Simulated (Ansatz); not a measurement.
**C3H9BO2: a ladder of functionals and wavefunction methods**

How much do the methods differ for C3H9BO2? The plan is to run it at one geometry with functionals of several rungs and with coupled cluster, and see how far each lands from CCSD(T) at the basis-set limit for the atomisation energy.

Computed with Ansatz 0.2.0, Gaussian basis. Level: functionals in def2-TZVPP, the program's frozen cores in correlated methods.

The runs, in order: PBE-D4, r2SCAN-D4, PBE0-D4, B3LYP-D4, ωB97X-V, ωB97M-V, B2PLYP; CCSD(T)/def2-TZVPP; MP2/def2-QZVPP; extrapolation to the limit.

### 1 Structure used throughout

All runs share one geometry, relaxed beforehand with PBE0-D4 in a triple-zeta def2 set.

SMILES `COB(C)OC`, 15 atoms, charge 0, spin multiplicity 1.

Atoms are counted from 1 here; the program's logs count them from 0.

Bond lengths: C1–O2 1.408 Å, C1–H7 1.094 Å, C1–H8 1.094 Å, C1–H9 1.091 Å, O2–B3 1.367 Å, B3–C4 1.570 Å, B3–O5 1.360 Å, C4–H10 1.090 Å, C4–H11 1.095 Å, C4–H12 1.095 Å, O5–C6 1.413 Å, C6–H13 1.090 Å, C6–H14 1.093 Å, C6–H15 1.093 Å. Angles: O2–C1–H7 111.6°, O2–C1–H8 111.6°, O2–C1–H9 107.9°, H7–C1–H8 108.5°, H7–C1–H9 108.6°, H8–C1–H9 108.6°, C1–O2–B3 121.7°, O2–B3–C4 123.7°, O2–B3–O5 117.3°, C4–B3–O5 118.9°, B3–C4–H10 111.5°, B3–C4–H11 111.4°, B3–C4–H12 111.4°, H10–C4–H11 108.1°, H10–C4–H12 108.1°, H11–C4–H12 106.1°, B3–O5–C6 120.7°, O5–C6–H13 107.5° and more.

### 2 PBE-D4 (GGA)

The input, in.yaml:

```yaml
crystal:
  periodic: [false, false, false]
  atoms:
    - {symbol: C, position_ang: [0.490236, -0.967776, -1.724589]}
    - {symbol: O, position_ang: [0.271416, -0.806412, -0.343588]}
    - {symbol: B, position_ang: [-0.132758, 0.388121, 0.184041]}
    - {symbol: C, position_ang: [-0.389818, 1.678197, -0.673592]}
    - {symbol: O, position_ang: [-0.317829, 0.444983, 1.530102]}
    - {symbol: C, position_ang: [-0.097244, -0.693862, 2.336360]}
    - {symbol: H, position_ang: [1.274094, -0.296594, -2.088723]}
    - {symbol: H, position_ang: [-0.421617, -0.782333, -2.300510]}
    - {symbol: H, position_ang: [0.806464, -1.997398, -1.895415]}
    - {symbol: H, position_ang: [-0.703350, 2.515571, -0.050159]}
    - {symbol: H, position_ang: [0.508944, 1.979106, -1.221881]}
    - {symbol: H, position_ang: [-1.163671, 1.507398, -1.429230]}
    - {symbol: H, position_ang: [-0.307192, -0.411693, 3.368323]}
    - {symbol: H, position_ang: [-0.754837, -1.518062, 2.047776]}
    - {symbol: H, position_ang: [0.937194, -1.039244, 2.261094]}
basis:
  gaussian: {orbitals: def2-TZVPP}
hamiltonian: {xc: pbe, dispersion: d4}
output: {forces: true, orbitals: {seedname: orbitals}}
```

Run with:

```console
$ ansatz run in.yaml --threads 2 --pin off --events-out ev --progress --plain --max-ram 32768MiB --backend cuda --devices 0, --max-vram 18GiB
```

The runs that follow: r2SCAN-D4 (meta-GGA); PBE0-D4 (hybrid); B3LYP-D4 (hybrid); ωB97X-V (range-separated); ωB97M-V (range-separated); B2PLYP (double hybrid); CCSD(T) in def2-TZVPP; MP2 in def2-QZVPP.

Before running them: what should the planned runs give, taken together? Wanted: atomisation energy, CCSD(T)/CBS; farthest; mean size of error, hybrid; mean size of error, range-separated; gap, smallest and largest; T1 diagnostic; triples share of the correlation energy.

As calculated:

| quantity | value |
| --- | --- |
| atomisation energy, CCSD(T)/CBS | 6086.0 kJ/mol |
| functionals within 30.4 kJ/mol (0.5 %) | PBE0-D4, B3LYP-D4, ωB97X-V, ωB97M-V |
| farthest | PBE-D4 (+125.9 kJ/mol) |
| mean size of error, hybrid | 19.0 kJ/mol |
| mean size of error, range-separated | 19.2 kJ/mol |
| gap, smallest and largest | 6.75 eV (PBE-D4), 13.25 eV (ωB97X-V) |
| T1 diagnostic | 0.0119 |
| triples share of the correlation energy | 3.6 % |

PBE-D4 is off by +125.9 kJ/mol. Double hybrids carry the basis error of their MP2 part in triple zeta, and no dispersion term here, so their miss is partly the set-up's. The reference freezes the cores and leaves out relativity and excitations past (T), so misses under about 30.4 kJ/mol can't be ranked. Hartree-Fock recovers 75 % of the binding; the rest is correlation. Orbital gaps span 6.8 to 13.3 eV; exact exchange widens them.
